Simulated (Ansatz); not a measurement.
# GeH₄O (singlet): wB97M-V, HSE06 over a scan of the distance Ge1–O2, cc-pVDZ, part 1 of 2

How well do these functionals follow the top wave-function level for GeH₄O (singlet) over a scan of the distance Ge1–O2?

The runs use Ansatz 0.2.0, Gaussian basis; cc-pVDZ, all electrons in the functionals.

Plan: wB97M-V, HSE06, at 1.402 Å; 1.601 Å; 1.783 Å; 1.982 Å; 2.188 Å; 2.411 Å; 2.823 Å; 3.232 Å; 3.939 Å; 4.897 Å; 6.100 Å.

22 further runs of the same task are left out: 1 for a known fault of the program, 2 for a mislabelled method, 13 that didn't finish, 6 set aside as unsound or not needed.

**1. The geometry**

The geometry derives from a PBE0/def2-TZVP stationary point (not a proven minimum). One bond is set to the value named and the two fragments are kept rigid. No spin-orbit coupling is included. The filled d shell of Ge may be among the frozen orbitals whatever the setting's name suggests; the logs give the count.

6 atoms, charge 0, spin multiplicity 1.

Atoms are counted from 1 here; the program's logs count them from 0.

Bond lengths: Ge1–O2 1.783 Å, Ge1–H3 1.541 Å, Ge1–H4 1.531 Å, Ge1–H5 1.541 Å, O2–H6 0.959 Å. Angles: O2–Ge1–H3 109.9°, O2–Ge1–H4 104.3°, O2–Ge1–H5 109.9°, H3–Ge1–H4 111.4°, H3–Ge1–H5 109.7°, H4–Ge1–H5 111.4°, Ge1–O2–H6 112.7°.

As a file:

```mol
GeH4O
  3D, bonds by distance, orders not assigned

  6  5  0  0  0  0  0  0  0  0999 V2000
    0.0000   -0.0117    0.3156 Ge  0  0
    0.0000    0.1053   -1.4637 O   0  0
    1.2597   -0.7601    0.7931 H   0  0
    0.0000    1.4437    0.7905 H   0  0
   -1.2597   -0.7601    0.7931 H   0  0
    0.0000   -0.7538   -1.8904 H   0  0
  1  2  8  0
  1  3  8  0
  1  4  8  0
  1  5  8  0
  2  6  8  0
M  END
```

No dispersion term is added; wB97M-V holds VV10 nonlocal correlation. HSE06 is the plane-wave form.

The geometry shown and the zero of energy belong to the point 1.783 Å. The yardstick, RCCSDT(Q), and other wave-function levels (R restricted, U unrestricted, valence and pair active spaces) come from earlier runs.

**2. wB97M-V, 1.402 Å**

File in.yaml:

```yaml
crystal:
  periodic: [false, false, false]
  atoms:
    - {symbol: Ge, position_ang: [0.000000, -0.007087, 0.245836]}
    - {symbol: O, position_ang: [0.000000, 0.084909, -1.153142]}
    - {symbol: H, position_ang: [1.259685, -0.755554, 0.723259]}
    - {symbol: H, position_ang: [0.000000, 1.448272, 0.720710]}
    - {symbol: H, position_ang: [-1.259685, -0.755554, 0.723259]}
    - {symbol: H, position_ang: [0.000000, -0.774206, -1.579849]}
basis:
  gaussian: {orbitals: cc-pVDZ}
hamiltonian: {xc: {name: wB97M-V}}
output: {forces: true, orbitals: {seedname: orbitals}}
```

The run is started by

```console
$ ansatz run in.yaml --threads 1 --pin off --events-out ev --progress --plain --max-ram 2393MiB
```

What it wrote (excerpt; [...] marks lines left out):

```text
Functional definition: wB97M-V
  name "wB97M-V"
  cite "Mardirossian & Head-Gordon, J. Chem. Phys. 144, 214110 (2016) doi:10.1063/1.4952647"
  cite "Becke, J. Chem. Phys. 107, 8554 (1997) doi:10.1063/1.475007"
  cite "Vydrov & Van Voorhis, J. Chem. Phys. 133, 244103 (2010) doi:10.1063/1.3521275"
  # Of w^i u^j: cxij and so on, Table III.
[...]
  gx(w, u) = 1 - cx + cx01*u + cx10*w
  gss(w, u) = css00 + css04*u^4 + css10*w + css20*w^2 + css43*w^4*u^3
  gos(w, u) = cos00 + cos10*w + (cos20 + cos21*u)*w^2 + (cos60 + cos61*u)*w^6
[...]
      + integral(e_c_pw_mod_opposite_spin*gos(b97_w_opposite, b97_u_opposite)) + vv10(b, c)
631 factors; integrals over basis functions are off by at most 1.3e-3 eV
[...]
reference -58621.26368418 eV, -2154.2917054738 hartree; 22, 22 occupied and 39, 39 virtual orbitals, 631 factors
Total energy: -58621.26368418 eV, -2154.2917054738 hartree
Atom 0 at     0.000000    -0.007087     0.245836 Å, force     0.000000    -0.971117    29.088761 eV/Å
Atom 1 at     0.000000     0.084909    -1.153142 Å, force     0.000000     0.939271   -29.280784 eV/Å
Atom 2 at     1.259685    -0.755554     0.723259 Å, force     0.156671    -0.145388     0.410204 eV/Å
Atom 3 at     0.000000     1.448272     0.720710 Å, force     0.000000     0.107524     0.464005 eV/Å
Atom 4 at    -1.259685    -0.755554     0.723259 Å, force    -0.156671    -0.145388     0.410204 eV/Å
Atom 5 at     0.000000    -0.774206    -1.579849 Å, force     0.000000     0.215099    -1.092390 eV/Å
Dipole moment:     0.000000    -0.274002    -0.215587 e Å
```

It took 8.5 s on 1 thread of Arm Neoverse V1, shared host.

**3. wB97M-V, 1.601 Å**

File in.yaml:

```yaml
crystal:
  periodic: [false, false, false]
  atoms:
    - {symbol: Ge, position_ang: [0.000000, -0.009483, 0.282279]}
    - {symbol: O, position_ang: [0.000000, 0.095570, -1.315271]}
    - {symbol: H, position_ang: [1.259685, -0.757950, 0.759701]}
    - {symbol: H, position_ang: [0.000000, 1.445876, 0.757153]}
    - {symbol: H, position_ang: [-1.259685, -0.757950, 0.759701]}
    - {symbol: H, position_ang: [0.000000, -0.763545, -1.741978]}
basis:
  gaussian: {orbitals: cc-pVDZ}
hamiltonian: {xc: {name: wB97M-V}}
output: {forces: true, orbitals: {seedname: orbitals}}
```

Launched as before.

What it wrote (excerpt; [...] marks lines left out):

```text
Functional definition: wB97M-V
  name "wB97M-V"
  cite "Mardirossian & Head-Gordon, J. Chem. Phys. 144, 214110 (2016) doi:10.1063/1.4952647"
  cite "Becke, J. Chem. Phys. 107, 8554 (1997) doi:10.1063/1.475007"
  cite "Vydrov & Van Voorhis, J. Chem. Phys. 133, 244103 (2010) doi:10.1063/1.3521275"
  # Of w^i u^j: cxij and so on, Table III.
[...]
  gx(w, u) = 1 - cx + cx01*u + cx10*w
[...]
Atom 2 at     1.259685    -0.757950     0.759701 Å, force     0.034185    -0.037356     0.181691 eV/Å
Atom 3 at     0.000000     1.445876     0.757153 Å, force     0.000000     0.000713     0.176131 eV/Å
Atom 4 at    -1.259685    -0.757950     0.759701 Å, force    -0.034185    -0.037356     0.181691 eV/Å
Atom 5 at     0.000000    -0.763545    -1.741978 Å, force    -0.000000    -0.080800    -0.482619 eV/Å
Dipole moment:     0.000000    -0.276674    -0.035460 e Å
```

It took 8 s on 1 thread of Arm Neoverse V1, shared host.

**4. wB97M-V, 1.783 Å**

File in.yaml:

```yaml
crystal:
  periodic: [false, false, false]
  atoms:
    - {symbol: Ge, position_ang: [0.000000, -0.011677, 0.315636]}
    - {symbol: O, position_ang: [0.000000, 0.105329, -1.463675]}
    - {symbol: H, position_ang: [1.259685, -0.760144, 0.793059]}
    - {symbol: H, position_ang: [0.000000, 1.443682, 0.790510]}
    - {symbol: H, position_ang: [-1.259685, -0.760144, 0.793059]}
    - {symbol: H, position_ang: [0.000000, -0.753786, -1.890382]}
basis:
  gaussian: {orbitals: cc-pVDZ}
hamiltonian: {xc: {name: wB97M-V}}
output: {orbitals: {seedname: orbitals}}
```

The command is unchanged.

What it wrote (excerpt; [...] marks lines left out):

```text
Functional definition: wB97M-V
  name "wB97M-V"
  cite "Mardirossian & Head-Gordon, J. Chem. Phys. 144, 214110 (2016) doi:10.1063/1.4952647"
  cite "Becke, J. Chem. Phys. 107, 8554 (1997) doi:10.1063/1.475007"
  cite "Vydrov & Van Voorhis, J. Chem. Phys. 133, 244103 (2010) doi:10.1063/1.3521275"
  # Of w^i u^j: cxij and so on, Table III.
[...]
  gx(w, u) = 1 - cx + cx01*u + cx10*w
[...]
626 factors; integrals over basis functions are off by at most 1.4e-3 eV
187 factors; integrals over basis functions are off by at most 4.3e-6 eV
[...]
mean field -58625.51500167 eV, -2154.4479385100 hartree, gradient 3.5e-5 eV, S^2 0.000000; 0 other end points of the search recorded, 0 dependent functions left out
reference -58625.51503789 eV, -2154.4479398410 hartree; 22, 22 occupied and 39, 39 virtual orbitals, 626 factors
Total energy: -58625.51503789 eV, -2154.4479398410 hartree
```

Wall time 7 s (1 thread of Arm Neoverse V1, shared host).

**5. wB97M-V, 1.982 Å**

File in.yaml:

```yaml
crystal:
  periodic: [false, false, false]
  atoms:
    - {symbol: Ge, position_ang: [0.000000, -0.014072, 0.352050]}
    - {symbol: O, position_ang: [0.000000, 0.115982, -1.625678]}
    - {symbol: H, position_ang: [1.259685, -0.762538, 0.829473]}
    - {symbol: H, position_ang: [0.000000, 1.441287, 0.826924]}
    - {symbol: H, position_ang: [-1.259685, -0.762539, 0.829473]}
    - {symbol: H, position_ang: [0.000000, -0.743133, -2.052385]}
basis:
  gaussian: {orbitals: cc-pVDZ}
hamiltonian: {xc: {name: wB97M-V}}
output: {forces: true, orbitals: {seedname: orbitals}}
```

Same command.

What it wrote (excerpt; [...] marks lines left out):

```text
Functional definition: wB97M-V
  name "wB97M-V"
  cite "Mardirossian & Head-Gordon, J. Chem. Phys. 144, 214110 (2016) doi:10.1063/1.4952647"
  cite "Becke, J. Chem. Phys. 107, 8554 (1997) doi:10.1063/1.475007"
  cite "Vydrov & Van Voorhis, J. Chem. Phys. 133, 244103 (2010) doi:10.1063/1.3521275"
  # Of w^i u^j: cxij and so on, Table III.
[...]
  gx(w, u) = 1 - cx + cx01*u + cx10*w
[...]
Atom 2 at     1.259685    -0.762538     0.829473 Å, force    -0.061244     0.062459    -0.097052 eV/Å
Atom 3 at     0.000000     1.441287     0.826924 Å, force    -0.000000    -0.043576    -0.155847 eV/Å
Atom 4 at    -1.259685    -0.762539     0.829473 Å, force     0.061244     0.062459    -0.097052 eV/Å
Atom 5 at     0.000000    -0.743133    -2.052385 Å, force     0.000000    -0.557824     0.109329 eV/Å
Dipole moment:     0.000000    -0.276565     0.278532 e Å
```

It took 8 s on 1 thread of Arm Neoverse V1, shared host.

From 1.783 Å: +7.6 kcal/mol.

**6. wB97M-V, 2.188 Å**

File in.yaml:

```yaml
crystal:
  periodic: [false, false, false]
  atoms:
    - {symbol: Ge, position_ang: [0.000000, -0.016552, 0.389775]}
    - {symbol: O, position_ang: [0.000000, 0.127019, -1.793510]}
    - {symbol: H, position_ang: [1.259685, -0.765019, 0.867197]}
    - {symbol: H, position_ang: [0.000000, 1.438807, 0.864649]}
    - {symbol: H, position_ang: [-1.259685, -0.765019, 0.867197]}
    - {symbol: H, position_ang: [0.000000, -0.732096, -2.220217]}
basis:
  gaussian: {orbitals: cc-pVDZ}
hamiltonian: {xc: {name: wB97M-V}}
output: {forces: true, orbitals: {seedname: orbitals}}
```

Launched as before.

What it wrote (excerpt; [...] marks lines left out):

```text
Functional definition: wB97M-V
  name "wB97M-V"
  cite "Mardirossian & Head-Gordon, J. Chem. Phys. 144, 214110 (2016) doi:10.1063/1.4952647"
  cite "Becke, J. Chem. Phys. 107, 8554 (1997) doi:10.1063/1.475007"
  cite "Vydrov & Van Voorhis, J. Chem. Phys. 133, 244103 (2010) doi:10.1063/1.3521275"
  # Of w^i u^j: cxij and so on, Table III.
[...]
  gx(w, u) = 1 - cx + cx01*u + cx10*w
[...]
Atom 2 at     1.259685    -0.765019     0.867197 Å, force    -0.074741     0.083242    -0.193623 eV/Å
Atom 3 at     0.000000     1.438807     0.864649 Å, force     0.000000    -0.031267    -0.250776 eV/Å
Atom 4 at    -1.259685    -0.765019     0.867197 Å, force     0.074741     0.083242    -0.193623 eV/Å
Atom 5 at     0.000000    -0.732096    -2.220217 Å, force    -0.000000    -0.744830     0.237772 eV/Å
Dipole moment:    -0.000000    -0.275779     0.418625 e Å
```

Wall time 8.5 s (1 thread of Arm Neoverse V1, shared host).

From 1.783 Å: +25.6 kcal/mol.

**7. wB97M-V, 2.411 Å**

File in.yaml:

```yaml
crystal:
  periodic: [false, false, false]
  atoms:
    - {symbol: Ge, position_ang: [0.000000, -0.019238, 0.430612]}
    - {symbol: O, position_ang: [0.000000, 0.138966, -1.975192]}
    - {symbol: H, position_ang: [1.259685, -0.767705, 0.908035]}
    - {symbol: H, position_ang: [0.000000, 1.436121, 0.905486]}
    - {symbol: H, position_ang: [-1.259685, -0.767705, 0.908035]}
    - {symbol: H, position_ang: [0.000000, -0.720149, -2.401899]}
basis:
  gaussian: {orbitals: cc-pVDZ}
magnetization: {spin_polarized: true, initial_magnetization: 0}
hamiltonian: {xc: {name: wB97M-V}}
output: {forces: true, orbitals: {seedname: orbitals}}
```

The command is unchanged.

What it wrote (excerpt; [...] marks lines left out):

```text
Functional definition: wB97M-V
  name "wB97M-V"
  cite "Mardirossian & Head-Gordon, J. Chem. Phys. 144, 214110 (2016) doi:10.1063/1.4952647"
  cite "Becke, J. Chem. Phys. 107, 8554 (1997) doi:10.1063/1.475007"
  cite "Vydrov & Van Voorhis, J. Chem. Phys. 133, 244103 (2010) doi:10.1063/1.3521275"
  # Of w^i u^j: cxij and so on, Table III.
[...]
  gx(w, u) = 1 - cx + cx01*u + cx10*w
[...]
Atom 2 at     1.259685    -0.767705     0.908035 Å, force    -0.075139     0.091430    -0.270064 eV/Å
Atom 3 at     0.000000     1.436121     0.905486 Å, force     0.000000    -0.010694    -0.310782 eV/Å
Atom 4 at    -1.259685    -0.767705     0.908035 Å, force     0.075139     0.091430    -0.270064 eV/Å
Atom 5 at     0.000000    -0.720149    -2.401899 Å, force    -0.000000    -0.883447     0.283121 eV/Å
Dipole moment:     0.000000    -0.276356     0.543627 e Å
```

It took 14 s on 1 thread of Arm Neoverse V1, shared host.

From the report: ⟨S²⟩ of the determinant 0.000 (pure singlet: 0.00).

From 1.783 Å: +47.6 kcal/mol.

**8. wB97M-V, 2.823 Å**

File in.yaml:

```yaml
crystal:
  periodic: [false, false, false]
  atoms:
    - {symbol: Ge, position_ang: [0.000000, -0.024199, 0.506061]}
    - {symbol: O, position_ang: [0.000000, 0.161039, -2.310855]}
    - {symbol: H, position_ang: [1.259685, -0.772666, 0.983484]}
    - {symbol: H, position_ang: [0.000000, 1.431160, 0.980935]}
    - {symbol: H, position_ang: [-1.259685, -0.772666, 0.983484]}
    - {symbol: H, position_ang: [0.000000, -0.698076, -2.737562]}
basis:
  gaussian: {orbitals: cc-pVDZ}
magnetization: {spin_polarized: true, initial_magnetization: 0}
hamiltonian: {xc: {name: wB97M-V}}
output: {forces: true, orbitals: {seedname: orbitals}}
```

The command is unchanged.

What it wrote:

```text
Functional definition: wB97M-V
  name "wB97M-V"
  cite "Mardirossian & Head-Gordon, J. Chem. Phys. 144, 214110 (2016) doi:10.1063/1.4952647"
  cite "Becke, J. Chem. Phys. 107, 8554 (1997) doi:10.1063/1.475007"
  cite "Vydrov & Van Voorhis, J. Chem. Phys. 133, 244103 (2010) doi:10.1063/1.3521275"
  # Of w^i u^j: cxij and so on, Table III.
  parameter omega = 0.3/bohr
  parameter cx = 0.15
  parameter cx01 = 1.007
  parameter cx10 = 0.259
  parameter css00 = 0.443
  parameter css04 = -1.437
  parameter css10 = -4.535
  parameter css20 = -3.390
  parameter css43 = 4.278
  parameter cos00 = 1.000
  parameter cos10 = 1.358
  parameter cos20 = 2.924
  parameter cos21 = -8.812
  parameter cos60 = -1.390
  parameter cos61 = 9.142
  parameter b = 6.0
  parameter c = 0.01
  gx(w, u) = 1 - cx + cx01*u + cx10*w
  gss(w, u) = css00 + css04*u^4 + css10*w + css20*w^2 + css43*w^4*u^3
  gos(w, u) = cos00 + cos10*w + (cos20 + cos21*u)*w^2 + (cos60 + cos61*u)*w^6
  exchange = spin_sum(e_x_unif_sr(omega)*gx(b97_w, b97_u_x)) + cx*exact_x_sr(omega) + exact_x_lr(omega)
  correlation = spin_sum(e_c_pw_mod_same_spin*gss(b97_w, b97_u_same))
      + integral(e_c_pw_mod_opposite_spin*gos(b97_w_opposite, b97_u_opposite)) + vv10(b, c)
628 factors; integrals over basis functions are off by at most 1.2e-3 eV
187 factors; integrals over basis functions are off by at most 6.4e-6 eV
mean field evaluation 1: about -58614.6275 eV, gradient 3.9e1 eV
mean field evaluation 2: about -58570.0232 eV, gradient 9.9e1 eV
mean field evaluation 4: about -58621.7581 eV, gradient 4.5e0 eV
mean field evaluation 8: about -58621.8860 eV, gradient 7.5e-1 eV
mean field evaluation 16: about -58621.8888 eV, gradient 5.1e-5 eV
mean field evaluation 32: about -58619.9479 eV, gradient 7.8e0 eV
mean field -58622.00017120 eV, -2154.3187708725 hartree, gradient 1.6e-5 eV, S^2 0.410018; 3 other end points of the search recorded, 0 dependent functions left out
the calculation of the forces begins
reference -58622.00020871 eV, -2154.3187722513 hartree; 22, 22 occupied and 39, 39 virtual orbitals, 628 factors
Total energy: -58622.00020871 eV, -2154.3187722513 hartree
Atom 0 at     0.000000    -0.024199     0.506061 Å, force     0.000000    -0.246674    -1.577893 eV/Å
Atom 1 at     0.000000     0.161039    -2.310855 Å, force    -0.000000     1.061923     2.217717 eV/Å
Atom 2 at     1.259685    -0.772666     0.983484 Å, force    -0.037623     0.075443    -0.225490 eV/Å
Atom 3 at     0.000000     1.431160     0.980935 Å, force    -0.000000     0.042982    -0.235442 eV/Å
Atom 4 at    -1.259685    -0.772666     0.983484 Å, force     0.037623     0.075443    -0.225490 eV/Å
Atom 5 at     0.000000    -0.698076    -2.737562 Å, force     0.000000    -1.009117     0.046598 eV/Å
Dipole moment:     0.000000    -0.274319     0.427582 e Å
```

Run time: 29 s. Hardware: 1 thread of Arm Neoverse V1, shared host.

From the report: ⟨S²⟩ of the determinant 0.410 (pure singlet: 0.00).

From 1.783 Å: +81.1 kcal/mol.

**9. wB97M-V, 3.232 Å**

File in.yaml:

```yaml
crystal:
  periodic: [false, false, false]
  atoms:
    - {symbol: Ge, position_ang: [0.000000, -0.029124, 0.580961]}
    - {symbol: O, position_ang: [0.000000, 0.182951, -2.644074]}
    - {symbol: H, position_ang: [1.259685, -0.777591, 1.058383]}
    - {symbol: H, position_ang: [0.000000, 1.426235, 1.055835]}
    - {symbol: H, position_ang: [-1.259685, -0.777592, 1.058383]}
    - {symbol: H, position_ang: [0.000000, -0.676164, -3.070781]}
basis:
  gaussian: {orbitals: cc-pVDZ}
magnetization: {spin_polarized: true, initial_magnetization: 0}
hamiltonian: {xc: {name: wB97M-V}}
output: {orbitals: {seedname: orbitals}}
```

The command is unchanged.

What it wrote (excerpt; [...] marks lines left out):

```text
Functional definition: wB97M-V
  name "wB97M-V"
  cite "Mardirossian & Head-Gordon, J. Chem. Phys. 144, 214110 (2016) doi:10.1063/1.4952647"
  cite "Becke, J. Chem. Phys. 107, 8554 (1997) doi:10.1063/1.475007"
  cite "Vydrov & Van Voorhis, J. Chem. Phys. 133, 244103 (2010) doi:10.1063/1.3521275"
  # Of w^i u^j: cxij and so on, Table III.
[...]
  gx(w, u) = 1 - cx + cx01*u + cx10*w
[...]
631 factors; integrals over basis functions are off by at most 9.9e-4 eV
187 factors; integrals over basis functions are off by at most 7.2e-6 eV
[...]
mean field -58621.43092059 eV, -2154.2978512987 hartree, gradient 1.0e-5 eV, S^2 0.810563; 4 other end points of the search recorded, 0 dependent functions left out
reference -58621.43095896 eV, -2154.2978527087 hartree; 22, 22 occupied and 39, 39 virtual orbitals, 631 factors
Total energy: -58621.43095896 eV, -2154.2978527087 hartree
```

Wall time 40 s (1 thread of Arm Neoverse V1, shared host).

From the report: ⟨S²⟩ of the determinant 0.811 (pure singlet: 0.00). The determinant is far from a pure spin state, so its energy mixes those of several spin states (harmless only where they are near-degenerate, as at dissociation).

From 1.783 Å: +94.2 kcal/mol.

**10. wB97M-V, 3.939 Å**

File in.yaml:

```yaml
crystal:
  periodic: [false, false, false]
  atoms:
    - {symbol: Ge, position_ang: [0.000000, -0.037638, 0.710432]}
    - {symbol: O, position_ang: [0.000000, 0.220829, -3.220079]}
    - {symbol: H, position_ang: [1.259685, -0.786105, 1.187855]}
    - {symbol: H, position_ang: [0.000000, 1.417721, 1.185306]}
    - {symbol: H, position_ang: [-1.259685, -0.786106, 1.187855]}
    - {symbol: H, position_ang: [0.000000, -0.638286, -3.646786]}
basis:
  gaussian: {orbitals: cc-pVDZ}
magnetization: {spin_polarized: true, initial_magnetization: 0}
hamiltonian: {xc: {name: wB97M-V}}
output: {orbitals: {seedname: orbitals}}
```

Same command.

What it wrote (excerpt; [...] marks lines left out):

```text
Functional definition: wB97M-V
  name "wB97M-V"
  cite "Mardirossian & Head-Gordon, J. Chem. Phys. 144, 214110 (2016) doi:10.1063/1.4952647"
  cite "Becke, J. Chem. Phys. 107, 8554 (1997) doi:10.1063/1.475007"
  cite "Vydrov & Van Voorhis, J. Chem. Phys. 133, 244103 (2010) doi:10.1063/1.3521275"
  # Of w^i u^j: cxij and so on, Table III.
[...]
  gx(w, u) = 1 - cx + cx01*u + cx10*w
[...]
632 factors; integrals over basis functions are off by at most 1.0e-3 eV
187 factors; integrals over basis functions are off by at most 1.4e-5 eV
[...]
mean field -58621.16303689 eV, -2154.2880067544 hartree, gradient 3.5e-6 eV, S^2 0.980539; 6 other end points of the search recorded, 0 dependent functions left out
reference -58621.16307642 eV, -2154.2880082068 hartree; 22, 22 occupied and 39, 39 virtual orbitals, 632 factors
Total energy: -58621.16307642 eV, -2154.2880082068 hartree
```

Wall time 56 s (1 thread of Arm Neoverse V1, shared host).

From the report: ⟨S²⟩ of the determinant 0.981 (pure singlet: 0.00). The determinant is far from a pure spin state, so its energy mixes those of several spin states (harmless only where they are near-degenerate, as at dissociation).

From 1.783 Å: +100.4 kcal/mol.

**11. wB97M-V, 4.897 Å**

File in.yaml:

```yaml
crystal:
  periodic: [false, false, false]
  atoms:
    - {symbol: Ge, position_ang: [0.000000, -0.049175, 0.885869]}
    - {symbol: O, position_ang: [0.000000, 0.272154, -4.000578]}
    - {symbol: H, position_ang: [1.259685, -0.797642, 1.363291]}
    - {symbol: H, position_ang: [0.000000, 1.406184, 1.360743]}
    - {symbol: H, position_ang: [-1.259685, -0.797642, 1.363291]}
    - {symbol: H, position_ang: [0.000000, -0.586961, -4.427285]}
basis:
  gaussian: {orbitals: cc-pVDZ}
magnetization: {spin_polarized: true, initial_magnetization: 0}
hamiltonian: {xc: {name: wB97M-V}}
output: {orbitals: {seedname: orbitals}}
```

Same command.

What it wrote (excerpt; [...] marks lines left out):

```text
Functional definition: wB97M-V
  name "wB97M-V"
  cite "Mardirossian & Head-Gordon, J. Chem. Phys. 144, 214110 (2016) doi:10.1063/1.4952647"
  cite "Becke, J. Chem. Phys. 107, 8554 (1997) doi:10.1063/1.475007"
  cite "Vydrov & Van Voorhis, J. Chem. Phys. 133, 244103 (2010) doi:10.1063/1.3521275"
  # Of w^i u^j: cxij and so on, Table III.
[...]
  gx(w, u) = 1 - cx + cx01*u + cx10*w
[...]
630 factors; integrals over basis functions are off by at most 1.0e-3 eV
187 factors; integrals over basis functions are off by at most 3.8e-5 eV
[...]
mean field -58621.10738706 eV, -2154.2859616609 hartree, gradient 5.1e-6 eV, S^2 1.001806; 3 other end points of the search recorded, 0 dependent functions left out
reference -58621.10742821 eV, -2154.2859631728 hartree; 22, 22 occupied and 39, 39 virtual orbitals, 630 factors
Total energy: -58621.10742821 eV, -2154.2859631728 hartree
```

Wall time 77 s (1 thread of Arm Neoverse V1, shared host).

From the report: ⟨S²⟩ of the determinant 1.002 (pure singlet: 0.00). The determinant is far from a pure spin state, so its energy mixes those of several spin states (harmless only where they are near-degenerate, as at dissociation).

From 1.783 Å: +101.6 kcal/mol.

(Continued in part 2 of 2.)
